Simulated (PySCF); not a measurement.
# C₉H₉Cl: excited states, first hyperpolarisability

Aim: compute the excited states, first hyperpolarisability of C₉H₉Cl (`Clc1ccc(C2CC2)cc1`).

Programs: PySCF 2.14.0, with routines of our own; each step states its level. All values are computed. Atoms count from 0.

## (1) The starting structure

19 atoms, charge 0, multiplicity 1; geometry from: GFN2-xTB.

## (2) Optimising the geometry at PBE0-D3(BJ)/def2-SVP

What the job is given:

```
{"job": {"xc": "PBE0", "basis": "def2-SVP", "d3": "d3bj", "grid": 2, "kind": "geom"}, "charge": 0, "multiplicity": 1}
Cl     4.470370    -0.247662     0.183155
C      2.753850    -0.033868     0.123317
C      2.216441     1.238668     0.219312
C      0.844626     1.399432     0.173304
C     -0.008027     0.307968     0.029379
C     -1.468781     0.526072    -0.016330
C     -2.354178    -0.323682    -0.891861
C     -2.423372    -0.470076     0.590676
C      0.558486    -0.960773    -0.065767
C      1.928608    -1.137030    -0.018916
H      2.865113     2.093291     0.329974
H      0.428412     2.393253     0.252031
H     -1.748221     1.569146     0.072648
H     -3.172913     0.160777    -1.402154
H     -1.888367    -1.108128    -1.468126
H     -2.006865    -1.356153     1.044346
H     -3.290243    -0.086640     1.106683
H     -0.071393    -1.830384    -0.177471
H      2.356649    -2.124960    -0.091661
```

Launch:

```sh
> OMP_NUM_THREADS=1 python excited_run.py task.json out
```

The driver reads the jobs from task.json and runs them one after another.

What it wrote:

```text
step   0  E = -807.61154230  max force = 0.008818
step   1  E = -807.61313893  max force = 0.001990
step   2  E = -807.61315323  max force = 0.001139
step   3  E = -807.61316052  max force = 0.000544
step   4  E = -807.61316303  max force = 0.000121
optimisation converged
```

Run time: 98 s. Hardware: 1 thread of Arm Neoverse V1, shared host; peak memory 0.87 GiB.

Step by step:

```csv
step,energy from step 0 (eV),largest force component (eV/Å)
0,0.0000,0.4534
1,-0.0434,0.1023
2,-0.0438,0.0586
3,-0.0440,0.0280
4,-0.0441,0.0062
```

Distances of close pairs at the start and the end, largest changes first:

```csv
bond,before (Å),after (Å),change (Å)
C6–H14,1.079,1.094,+0.015
C7–H15,1.079,1.094,+0.015
C7–H16,1.079,1.093,+0.014
C8–H17,1.080,1.093,+0.014
C6–H13,1.080,1.093,+0.014
C3–H11,1.080,1.093,+0.013
C2–H10,1.079,1.091,+0.013
C9–H18,1.079,1.091,+0.012
```

The end geometry stands in the next job.

```csv
at the end point,value
point group (found at 0.08 Å tolerance),Cs
"rotational constants (GHz, main isotopes)","4.069, 0.534, 0.490"
dipole moment (D),2.23
```

## (3) Excited states: TDA wB97X-D/aug-cc-pVDZ

What the job is given:

```
{"job": {"kind": "states", "xc": "wB97X-D", "basis": "aug-cc-pVDZ", "tda": true, "soc": true, "nstates": 6, "ntriplets": 5, "nquad": 4}, "charge": 0, "multiplicity": 1}
Cl     5.212071    -0.172944     0.205358
C      3.492937     0.045767     0.149528
C      2.952800     1.325275     0.247945
C      1.570949     1.487867     0.201442
C      0.707798     0.395243     0.058014
C     -0.760513     0.614300     0.012171
C     -1.651744    -0.231860    -0.861559
C     -1.720234    -0.376321     0.621293
C      1.280648    -0.880656    -0.038258
C      2.658681    -1.061990     0.006264
H      3.614449     2.185749     0.360059
H      1.151454     2.494374     0.278948
H     -1.045245     1.666647     0.101558
H     -2.476514     0.264128    -1.379828
H     -1.172135    -1.025862    -1.441153
H     -1.288778    -1.271418     1.078503
H     -2.593234     0.018007     1.147818
H      0.643203    -1.761640    -0.151155
H      3.093889    -2.059801    -0.069602
```

Level: TDA wB97X-D/aug-cc-pVDZ excited states, vertical, gas phase, spin-orbit mean-field couplings.

What it wrote:

```text
coarse grid: 16984 points
cycle   1  E = -808.3990880735  dE =  2.195e+00  |g| = 3.454e-01  |ddm| = 5.249e+01
cycle   2  E = -808.4183003403  dE = -1.921e-02  |g| = 2.871e-01  |ddm| = 6.561e+00
cycle   3  E = -808.4371319793  dE = -1.883e-02  |g| = 6.693e-02  |ddm| = 2.246e+00
cycle   4  E = -808.4382805521  dE = -1.149e-03  |g| = 2.857e-02  |ddm| = 6.756e-01
cycle   5  E = -808.4384965841  dE = -2.160e-04  |g| = 6.216e-03  |ddm| = 2.801e-01
cycle   6  E = -808.4385071733  dE = -1.059e-05  |g| = 1.622e-03  |ddm| = 6.884e-02
cycle   7  E = -808.4385082882  dE = -1.115e-06  |g| = 5.247e-04  |ddm| = 2.660e-02
final grid: 160968 points
cycle   8  E = -808.4635161049  dE = -1.772e-04  |g| = 6.139e-03  |ddm| = 2.228e+00
cycle   9  E = -808.4635212673  dE = -5.162e-06  |g| = 4.889e-03  |ddm| = 2.092e-01
cycle  10  E = -808.4635272694  dE = -6.002e-06  |g| = 5.981e-04  |ddm| = 4.193e-02
cycle  11  E = -808.4635273558  dE = -8.638e-08  |g| = 4.149e-04  |ddm| = 1.579e-02
cycle  12  E = -808.4635274006  dE = -4.482e-08  |g| = 7.217e-05  |ddm| = 3.401e-03
cycle  13  E = -808.4635274022  dE = -1.623e-09  |g| = 2.905e-05  |ddm| = 1.078e-03
cycle  14  E = -808.4635274025  dE = -3.224e-10  |g| = 9.914e-06  |ddm| = 5.398e-04
converged SCF energy = -808.4635274025

Singlet excitations
state   eV       nm        f     d(h-e)  d(exc)  Lambda  PR(NTO)  |dmu|/D   mu/D   main configurations
  1   5.1522   240.6   0.01100   0.018   2.976   0.726   1.706    0.179    2.624   H->L+1 0.50, H->L+4 0.20, H-1->L+4 0.18
  2   5.8435   212.2   0.28588   0.089   3.207   0.737   1.470    0.537    3.054   H->L+4 0.54, H->L+1 0.26, H-1->L+1 0.13
  3   6.1848   200.5   0.00412   0.195   4.614   0.185   1.061    1.050    2.606   H->L 0.51, H->L+3 0.17, H->L+11 0.10
  4   6.5481   189.3   0.00030   1.230   5.200   0.153   1.067    5.197    2.663   H->L+2 0.76, H->L 0.09
  5   6.6179   187.3   0.00267   1.394   3.906   0.256   1.065                     H->L+9 0.33, H->L+12 0.12, H->L+11 0.11
  6   6.7682   183.2   0.00470   1.608   5.471   0.166   1.153                     H->L+3 0.53, H->L 0.19

Triplet excitations (Tamm-Dancoff)
state   eV     d(h-e)  d(exc)  Lambda  PR(NTO)   main configurations
  1   3.9614   0.040   2.760   0.716   1.496   H->L+4 0.39, H->L+1 0.34, H-1->L+1 0.13
  2   4.3842   0.053   2.922   0.732   1.065   H->L+1 0.53, H->L+4 0.39
  3   4.7090   0.005   2.699   0.736   1.488   H-1->L+1 0.56, H-1->L+4 0.21, H->L+4 0.13
  4   5.2602   0.037   2.754   0.687   1.070   H-1->L+4 0.66, H-1->L+1 0.27
  5   6.0330   0.655   3.850   0.240   1.086   H->L 0.24, H->L+11 0.21, H->L+3 0.08
S1 - T1 = 1.1907 eV

Spin-orbit couplings |<S|Hso|T>| (cm-1)
             T1       T2       T3       T4       T5
S0        0.198    0.016    0.087    0.170  100.770
S1        0.348    0.046    0.114    0.010    1.183
S2        0.016    0.183    0.006    0.357    8.407
S3        9.069    0.891    4.219    0.204    0.111
S4        2.777    2.288    1.181    0.722    5.142
S5       15.211    1.946    7.081    0.667    0.124
S6        3.874    4.154    1.347    0.379    2.173
T1 sublevels (cm-1): 0.000 0.005 0.006   radiative rates (1/s): 15.9 0.00867 0.00819
```

It took 1.9 min on 1 thread of Arm Neoverse V1, shared host; peak memory 1.3 GiB.

From this job:

```csv
quantity,value
S1 less T1,1.19 eV
```

## (4) Excited states: TDDFT CAM-B3LYP/aug-cc-pVDZ

Settings changed since step 3:

```diff
@@ -1,2 +1,2 @@
-{"job": {"kind": "states", "xc": "wB97X-D", "basis": "aug-cc-pVDZ", "tda": true, "soc": true, "nstates": 6, "ntriplets": 5, "nquad": 4}, "charge": 0, "multiplicity": 1}
+{"job": {"kind": "states", "xc": "CAM-B3LYP", "basis": "aug-cc-pVDZ", "tpa": true, "nstates": 8, "nquad": 6, "ntriplets": 0}, "charge": 0, "multiplicity": 1}
 Cl     5.212071    -0.172944     0.205358
```

Level: TDDFT CAM-B3LYP/aug-cc-pVDZ excited states, vertical, gas phase, two-photon moments by quadratic response.

What it wrote:

```text
coarse grid: 16984 points
cycle   1  E = -808.3218623827  dE =  2.083e+00  |g| = 3.553e-01  |ddm| = 6.515e+01
cycle   2  E = -808.3354650778  dE = -1.360e-02  |g| = 3.283e-01  |ddm| = 6.369e+00
cycle   3  E = -808.3603222626  dE = -2.486e-02  |g| = 7.680e-02  |ddm| = 2.650e+00
cycle   4  E = -808.3616657162  dE = -1.343e-03  |g| = 3.713e-02  |ddm| = 7.444e-01
cycle   5  E = -808.3620252485  dE = -3.595e-04  |g| = 7.473e-03  |ddm| = 3.293e-01
cycle   6  E = -808.3620391114  dE = -1.386e-05  |g| = 1.608e-03  |ddm| = 8.364e-02
cycle   7  E = -808.3620399113  dE = -7.998e-07  |g| = 6.068e-04  |ddm| = 1.904e-02
final grid: 160968 points
cycle   8  E = -808.3953191544  dE = -3.426e-05  |g| = 4.489e-03  |ddm| = 1.006e+00
cycle   9  E = -808.3953200665  dE = -9.121e-07  |g| = 4.267e-03  |ddm| = 1.171e-01
cycle  10  E = -808.3953249295  dE = -4.863e-06  |g| = 2.593e-04  |ddm| = 4.351e-02
cycle  11  E = -808.3953249422  dE = -1.268e-08  |g| = 1.869e-04  |ddm| = 4.590e-03
cycle  12  E = -808.3953249506  dE = -8.420e-09  |g| = 3.424e-05  |ddm| = 2.752e-03
cycle  13  E = -808.3953249509  dE = -3.167e-10  |g| = 1.139e-05  |ddm| = 4.535e-04
converged SCF energy = -808.3953249509

Singlet excitations
state   eV       nm        f     d(h-e)  d(exc)  Lambda  PR(NTO)  |dmu|/D   mu/D   delta(TPA)   sigma/GM   main configurations
  1   5.0637   244.8   0.01229   0.022   2.984   0.714   1.671    0.234    2.636        0.97      0.009   H->L+1 0.59, H->L+3 0.18, H-1->L+3 0.14
  2   5.6001   221.4   0.24729   0.076   3.211   0.729   1.473    0.451    2.926        9.96      0.114   H->L+3 0.61, H->L+1 0.23, H-1->L+1 0.12
  3   5.9407   208.7   0.00385   0.420   4.735   0.202   1.045    1.814    1.708        3.86      0.050   H->L 0.69, H->L+4 0.14
  4   6.2586   198.1   0.00021   1.447   5.181   0.168   1.043    5.946    3.476       18.46      0.265   H->L+2 0.88
  5   6.4349   192.7   0.00088   1.618   4.463   0.249   1.058    7.049    9.541       47.81      0.725   H->L+7 0.28, H->L+8 0.27, H->L+4 0.23
  6   6.4736   191.5   0.00670   1.698   5.297   0.211   1.138    7.590    5.127       70.06      1.076   H->L+4 0.47, H->L 0.18, H->L+8 0.08
  7   6.6005   187.8   0.27112   0.173   3.370   0.641   1.820                                            H-1->L+3 0.48, H-1->L+1 0.21, H->L+1 0.11
  8   6.6518   186.4   0.27567   2.150   5.122   0.277   1.312                                            H->L+5 0.74, H-1->L+1 0.13
```

It took 2.7 min on 1 thread of Arm Neoverse V1, shared host; peak memory 1.4 GiB.

## (5) First hyperpolarisability: quadratic response CAM-B3LYP/aug-cc-pVDZ

Settings changed since step 4:

```diff
@@ -1,2 +1,2 @@
-{"job": {"kind": "states", "xc": "CAM-B3LYP", "basis": "aug-cc-pVDZ", "tpa": true, "nstates": 8, "nquad": 6, "ntriplets": 0}, "charge": 0, "multiplicity": 1}
+{"job": {"kind": "beta", "xc": "CAM-B3LYP", "basis": "aug-cc-pVDZ"}, "charge": 0, "multiplicity": 1}
 Cl     5.212071    -0.172944     0.205358
```

Method: quadratic response CAM-B3LYP/aug-cc-pVDZ first hyperpolarisability, Taylor convention, gas phase.

What it wrote:

```text
coarse grid: 16984 points
cycle   1  E = -808.3218623827  dE =  2.083e+00  |g| = 3.553e-01  |ddm| = 6.515e+01
cycle   2  E = -808.3354650778  dE = -1.360e-02  |g| = 3.283e-01  |ddm| = 6.369e+00
cycle   3  E = -808.3603222626  dE = -2.486e-02  |g| = 7.680e-02  |ddm| = 2.650e+00
cycle   4  E = -808.3616657162  dE = -1.343e-03  |g| = 3.713e-02  |ddm| = 7.444e-01
cycle   5  E = -808.3620252485  dE = -3.595e-04  |g| = 7.473e-03  |ddm| = 3.293e-01
cycle   6  E = -808.3620391114  dE = -1.386e-05  |g| = 1.608e-03  |ddm| = 8.364e-02
cycle   7  E = -808.3620399113  dE = -7.998e-07  |g| = 6.068e-04  |ddm| = 1.904e-02
final grid: 160968 points
cycle   8  E = -808.3953191544  dE = -3.426e-05  |g| = 4.489e-03  |ddm| = 1.006e+00
cycle   9  E = -808.3953200665  dE = -9.121e-07  |g| = 4.267e-03  |ddm| = 1.171e-01
cycle  10  E = -808.3953249295  dE = -4.863e-06  |g| = 2.593e-04  |ddm| = 4.351e-02
cycle  11  E = -808.3953249422  dE = -1.268e-08  |g| = 1.869e-04  |ddm| = 4.590e-03
cycle  12  E = -808.3953249506  dE = -8.420e-09  |g| = 3.424e-05  |ddm| = 2.752e-03
cycle  13  E = -808.3953249509  dE = -3.167e-10  |g| = 1.139e-05  |ddm| = 4.535e-04
converged SCF energy = -808.3953249509

Lowest singlets (eV, f): 5.0637 0.0123  5.6001 0.2473  5.9407 0.0039

First hyperpolarisability (au)
process     nm      |vector|   parallel      HRS      DR
static         -       33.70      20.02      29.49   1.875
shg       1907.0       37.20      22.08      31.46    1.91
eope      1907.0       34.82      20.68          -       -
shg       1064.0       46.68      27.63      36.72   1.996
eope      1064.0       37.47      22.23          -       -
```

Wall time 1.9 min (1 thread of Arm Neoverse V1, shared host); peak memory 1.4 GiB.

## (6) Outcome

| quantity | value |
| --- | --- |
| point group | Cs |
| rotational constants (main isotopes) | 4.07, 0.53, 0.49 GHz |
| S1 less T1 (step 3, TDA wB97X-D/aug-cc-pVDZ) | 1.19 eV |
| β vector (step 5, quadratic response CAM-B3LYP/aug-cc-pVDZ) | static 34, SHG 1907.0 nm 37, SHG 1064.0 nm 47 au |

Relaxing lowered the energy by 0.044 eV in 4 steps; the close pair that moved most is C6–H14, from 1.079 to 1.094 Å. No frequency check was run at this level, so the end point may be a saddle. In step 3, the number of triplets below S1 is 3, and the largest singlet-triplet spin-orbit coupling is S0–T5, 100.77 cm⁻¹. β grows from 34 au (static) to 47 au for doubling at 1064.0 nm: normal dispersion, which grows as twice the photon energy moves toward the bright states.
